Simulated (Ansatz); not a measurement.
Task: a band structure of SrMg₃, space group P-6m2, with the Ansatz DFT code, driven from Python. Give the script and its output. Use: r2SCAN, PAW, cutoff 550 eV, Gaussian smearing of 0.1 eV.

`srmg3.extxyz`
```text
4
Lattice="3.56868177 0.0 0.0 -1.78434088 3.09056907 0.0 0.0 0.0 10.942393" Properties=species:S:1:pos:R:3 pbc="T T T"
Sr    1.78434090    1.03018968    5.47119650
Mg    1.78434090    1.03018968    0.00000000
Mg    0.00000000    0.00000000    2.49683523
Mg    0.00000000    0.00000000    8.44555777
```

The script, `bands.py`:
```python
from pathlib import Path
import warnings

import ansatz
import numpy as np


def main() -> None:
    warnings.simplefilter("ignore", ansatz.DeckWarning)

    cell = ansatz.Crystal.from_extxyz("srmg3.extxyz")

    path = [
        ("G", (0.0, 0.0, 0.0)),
        ("M", (0.5, 0.0, 0.0)),
        ("K", (0.33333, 0.33333, 0.0)),
        ("G", (0.0, 0.0, 0.0)),
        ("A", (0.0, 0.0, 0.5)),
        ("L", (0.5, 0.0, 0.5)),
        ("H", (0.33333, 0.33333, 0.5)),
    ]
    calculation = (
        cell.calculation()
        .basis(550)
        .functional("r2scan")
        .kpoints(spacing=0.29)
        .occupations(ansatz.OccupationsMethod.GAUSSIAN, width=0.1)
        .band_structure([point for _, point in path], intervals=8)
        .scf(extra_bands=6)
        .populations()
        .forces()
    )
    def show(event):
        row = event["data"]
        if event["event"] == "scf_iter" and row.get("harris_foulkes_ev") is not None:
            print(f"  iteration {row['iter']:3d}  Harris-Foulkes {row['harris_foulkes_ev']:.5f} eV  residual {row['dr2_ev']:.2e}")


    done = calculation.session().plan().execute(on_event=show)
    r = done.report

    print(f"free energy      {r['free_energy_ev']:.5f} eV")
    print(f"per atom         {r['free_energy_ev'] / len(done.lattice.sites):.5f} eV")
    print(f"SCF iterations   {r['n_iterations']}  (converged: {r['converged']})")

    files = Path(done.write_results("tables"))
    print((files / "populations.tsv").read_text())

    forces = np.array(r["forces_ev_ang"])
    norms = np.linalg.norm(forces, axis=1)
    print("largest force {:.4f} eV/A on atom {}".format(norms.max(), norms.argmax()))
    print(np.array2string(forces, precision=4, suppress_small=True))

    bands = done.band_structure()
    fermi = bands.fermi_energy_ev
    print(f"zero of the bands: {fermi:.3f} eV, the Fermi level found on the SCF mesh")
    for spin, channel in enumerate(bands.channels):
        print("channel", spin, "- computed levels within 8 eV of the Fermi level")
        for i, (label, _) in enumerate(path):
            levels = channel.eigenvalues_ev[i * 8] - fermi
            print(f"  {label:3s}", " ".join(f"{e:7.3f}" for e in levels if abs(e) < 8))


if __name__ == "__main__":
    main()
```

Running `python bands.py` prints:
```text
  iteration   1  Harris-Foulkes -9333.51569 eV  residual 3.49e-01
  iteration   2  Harris-Foulkes -9333.56907 eV  residual 1.32e-01
  iteration   3  Harris-Foulkes -9333.56121 eV  residual 1.88e-03
  iteration   4  Harris-Foulkes -9333.56171 eV  residual 5.41e-04
  iteration   5  Harris-Foulkes -9333.56178 eV  residual 3.61e-05
  iteration   6  Harris-Foulkes -9333.56180 eV  residual 1.58e-06
  iteration   7  Harris-Foulkes -9333.56180 eV  residual 2.91e-07
  iteration   8  Harris-Foulkes -9333.56180 eV  residual 3.67e-08
free energy      -9333.56180 eV
per atom         -2333.39045 eV
SCF iterations   8  (converged: True)
# site	symbol	l	j	q
# orbitals = lowdin
# n_electrons = 40.000000
# spilling = 0.055142
0	Sr	0_4S	-	1.986127
0	Sr	0_5S	-	1.339419
0	Sr	1_4P	-	5.991485
1	Mg	0_2S	-	1.999383
1	Mg	0_3S	-	1.485892
1	Mg	1_2P	-	5.999812
2	Mg	0_2S	-	1.999230
2	Mg	0_3S	-	1.497047
2	Mg	1_2P	-	5.999821
3	Mg	0_2S	-	1.999230
3	Mg	0_3S	-	1.497047
3	Mg	1_2P	-	5.999821

largest force 0.0292 eV/A on atom 2
[[-0.      0.     -0.    ]
 [-0.      0.     -0.    ]
 [-0.     -0.     -0.0292]
 [-0.     -0.      0.0292]]
zero of the bands: 5.350 eV, the Fermi level found on the SCF mesh
channel 0 - computed levels within 8 eV of the Fermi level
  G    -6.179  -4.684  -3.869  -0.679  -0.468   3.353   3.462   3.462   5.978   5.978
  M    -2.132  -1.936  -1.285  -0.761  -0.564   0.572   1.460   1.556   3.592   4.497
  K    -0.828  -0.715  -0.536  -0.020   0.071   0.404   0.557   1.193   2.158   2.637
  G    -6.179  -4.684  -3.869  -0.679  -0.468   3.353   3.462   3.462   5.978   5.978
  A    -6.079  -5.158  -2.611  -2.474   0.717   2.967   3.462   3.462   5.976   5.976
  L    -2.122  -1.899  -1.400  -0.708  -0.425   0.143   1.627   2.189   3.017   4.389
  H    -0.877  -0.617  -0.567   0.023   0.105   0.279   0.575   1.157   2.247   2.324
```

These settings explore the input space; cutoff and mesh may be short of convergence. The computed bands are complete only to about 2.3 eV above the Fermi level. This cell is a computed structure, which may not be the phase found in nature. Gaps and levels are Kohn-Sham values on a finite set of k-points, without spin-orbit coupling. Run time: 21 s on 1 thread of Arm Neoverse V2, on a shared host, peak memory 0.73 GiB.

(Lines on the test bed's own set-up are left out of the output.)
